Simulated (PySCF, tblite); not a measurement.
# C₅H₉BO₂: geometry, infrared bands and NMR shifts

What infrared bands and NMR shifts should C₅H₉BO₂ (`OB(O)[C@@]12CC[C@@H]1C2`) show?

Programs: tblite 0.8.0 and PySCF 2.14.0, with density-fitted response routines of our own. Each step states its level of theory. These are calculated values for one molecule in the gas phase, unless marked as measured. Atoms are numbered from 0 throughout.

### 1 The starting structure

17 atoms, charge 0, multiplicity 1; geometry from: force field or distance geometry start.

Bonds of the start (Å): O0–B1 1.46, B1–O2 1.49, B1–C3 1.55, C3–C4 1.51, C4–C5 1.53, C5–C6 1.50, C6–C7 1.51, C6–C3 1.47, C7–C3 1.49, O0–H8 0.98, O2–H9 0.99, C4–H10 1.12, C4–H11 1.11, C5–H12 1.11, C5–H13 1.12, C6–H14 1.09, C7–H15 1.09, C7–H16 1.10.

### 2 Optimising the geometry with GFN2-xTB

The job: settings as JSON, then the geometry in Å.

```
{"job": {"kind": "relax", "xc": "GFN2-xTB", "basis": "xTB"}, "charge": 0, "multiplicity": 1}
O      1.972300     1.657200     0.094600
B      1.446200     0.336000     0.426600
O      2.457000    -0.596700     1.000900
C      0.076800    -0.239300    -0.008400
C     -1.030400    -0.539900     0.970300
C     -2.047500    -0.052800    -0.069100
C     -0.887600     0.439100    -0.888400
C     -0.003500    -0.653400    -1.435400
H      2.608100     1.892000     0.808900
H      3.248600    -0.094900     1.323100
H     -1.144800    -1.628500     1.195900
H     -0.964400     0.099200     1.873600
H     -2.749600     0.715300     0.311600
H     -2.510400    -0.921300    -0.594000
H     -0.805300     1.470400    -1.235900
H      0.813500    -0.272500    -2.049200
H     -0.486000    -1.597800    -1.735100
```

Command:

```bash
> OMP_NUM_THREADS=1 python probes_run.py task.json out
```

One launch serves the whole session: the jobs run in the order shown.

**Question.** This job is followed by: GFN2-xTB harmonic vibrations, gas phase; GIAO PBE0/pcSseg-1 NMR shielding, non-relativistic, gas phase. What will the session give for the following? strongest single infrared mode (GFN2-xTB); zero-point energy (GFN2-xTB); 13C shifts against TMS (PBE0/pcSseg-1); 1H shifts against TMS (PBE0/pcSseg-1, means over atoms taken as alike); 17O shifts against H2O (PBE0/pcSseg-1, means over atoms taken as alike); 11B shifts against BF3·OEt2 (PBE0/pcSseg-1).

The runs gave:

| quantity | value |
| --- | --- |
| strongest single infrared mode (GFN2-xTB) | 1233 cm⁻¹, 376 km/mol |
| zero-point energy (GFN2-xTB) | 86.2 kcal/mol |
| 13C shifts against TMS (PBE0/pcSseg-1) | 25.2, 24.3, 24.1, 24.1, 14.2 ppm |
| 1H shifts against TMS (PBE0/pcSseg-1, means over atoms taken as alike) | 3.06, 2.23, 2.05, 1.69, 1.45, 1.25, 1.11, 0.51 ppm |
| 17O shifts against H2O (PBE0/pcSseg-1, means over atoms taken as alike) | 115.4 ppm |
| 11B shifts against BF3·OEt2 (PBE0/pcSseg-1) | 28.0 ppm |

**Reading.** The optimisation took 105 steps and gained 1.286 eV; among the close pairs (by a distance rule), B1–O2 changed most, from 1.490 to 1.360 Å. No mode is imaginary among the 45: a minimum at this level. The strongest single mode, at 1233 cm⁻¹, moves mainly B1. GFN2-xTB is a fitted tight-binding method: band positions and strengths are rough. Its intensities can rank the bands wrongly. At PBE0/pcSseg-1: Shielding is most anisotropic at O0, O2 (span 128 ppm, paramagnetic term -165 ppm).
